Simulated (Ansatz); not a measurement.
# WH (quartet): from Hartree-Fock to the top rungs at distance W1–H2 = 1.690 Å, def2-TZVP

Aim: climb from Hartree-Fock through coupled cluster and multireference methods for WH (quartet) at one geometry and basis, and see what each rung misses.

The runs use Ansatz 0.2.0, Gaussian basis; def2-TZVP, core rule «outside noble gas», up to 4 orbitals frozen.

To be run: UHF; CCSD(T) on ROHF; CCSD(T) on UHF; CISD as a restricted active space (open shells left free, so some higher excitations enter); CCSDT(Q) on ROHF; CCSDT(Q) on UHF; CCSDTQ on ROHF; CASSCF and MRCISD+Q, 5 electrons in 5 orbitals; CASSCF and NEVPT2, 5 electrons in 5 orbitals; CASSCF and MRCISD+Q, 7 electrons in 7 orbitals; CASSCF and NEVPT4(SD), 7 electrons in 7 orbitals; CASSCF and NEVPT2, 7 electrons in 7 orbitals.

9 further runs of the same task are left out: 3 for a known fault of the program, 6 that didn't finish. Runs told in other sessions of the task aren't counted.

**1. The geometry**

The geometry derives from a PBE0/def2-TZVP stationary point (not a proven minimum). One bond is set to the value named and the two fragments are kept rigid. No spin-orbit coupling is included. Elements past krypton take def2 core potentials.

2 atoms, charge 0, spin multiplicity 4.

Atoms are counted from 1 here; the program's logs count them from 0.

Bond lengths: W1–H2 1.690 Å.

As a file:

```xyz
2
charge 0, multiplicity 4
W     0.0000    0.0000    0.0000
H     0.0000    0.0000    1.6900
```

**2. UHF**

The input, in.yaml:

```yaml
crystal:
  periodic: [false, false, false]
  atoms:
    - {symbol: W, position_ang: [0.000000, 0.000000, 0.000000]}
    - {symbol: H, position_ang: [0.000000, 0.000000, 1.689971]}
basis:
  gaussian: {orbitals: def2-TZVP}
magnetization: {spin_polarized: true, initial_magnetization: 3}
hamiltonian: {xc: hf}
output: {orbitals: {seedname: orbitals}}
```

Started as:

```sh
> ansatz run in.yaml --threads 1 --pin off --events-out ev --progress --plain --max-ram 4160MiB --backend cpu
```

Further steps of the session: CCSD(T) on ROHF; CCSD(T) on UHF; CISD as a restricted active space (open shells left free, so some higher excitations enter); CCSDT(Q) on ROHF; CCSDT(Q) on UHF; CCSDTQ on ROHF; CASSCF and MRCISD+Q, 5 electrons in 5 orbitals; CASSCF and NEVPT2, 5 electrons in 5 orbitals; CASSCF and MRCISD+Q, 7 electrons in 7 orbitals; CASSCF and NEVPT4(SD), 7 electrons in 7 orbitals; CASSCF and NEVPT2, 7 electrons in 7 orbitals.

**Question.** What will the summary of the whole plan be? Wanted: RCCSDTQ from the RHF energy; RMP2 from RCCSDTQ; UMP2 from RCCSDTQ; RCCSD from RCCSDTQ; RCCSD(T) from RCCSDTQ; UCCSD(T) from RCCSDTQ; RCCSDT(Q) from RCCSDTQ; UCCSDT(Q) from RCCSDTQ; NEVPT2 pair from RCCSDTQ.

The runs gave:

| quantity | value |
| --- | --- |
| RCCSDTQ from the ROHF energy | -3.9403 eV |
| RMP2 from RCCSDTQ | +860.5 meV |
| UMP2 from RCCSDTQ | +683.9 meV |
| RCCSD from RCCSDTQ | +248.5 meV |
| RCCSD(T) from RCCSDTQ | +76.9 meV |
| UCCSD(T) from RCCSDTQ | -438.5 meV |
| RCCSDT(Q) from RCCSDTQ | +1.1 meV |
| UCCSDT(Q) from RCCSDTQ | -20.8 meV |
| NEVPT2 pair from RCCSDTQ | +869.2 meV |
| MRCISD+Q pair from RCCSDTQ | +73.7 meV |
| NEVPT2 valence from RCCSDTQ | +899.6 meV |
| levels within 1 kcal/mol (43 meV) | RCCSDT, UCCSDT, RCCSDT(Q), UCCSDT(Q), MRCISD+Q valence |
| T1 diagnostic | 0.039 |
| effectively unpaired electrons | 3.27 |

RCCSD(T) misses by +76.9 meV, 2.0 % of the correlation energy. CCSD(T) misses by +76.9 meV on the restricted determinant and by -438.5 meV on the unrestricted one; the two need not hold the same state or core. The occupations show static correlation (3.27 effectively unpaired electrons where one determinant has 3). Of the multireference levels listed MRCISD+Q valence comes nearest in total energy (+28.1 meV), which doesn't show that its space is the better one. Coupled cluster took another determinant than the lowest Hartree-Fock one. These misses are within one basis, not against nature; the frozen cores of restricted and unrestricted runs differ, which can shift their rows.

With open shells the CI space here admits some higher excitations, so it is larger than plain CISD.
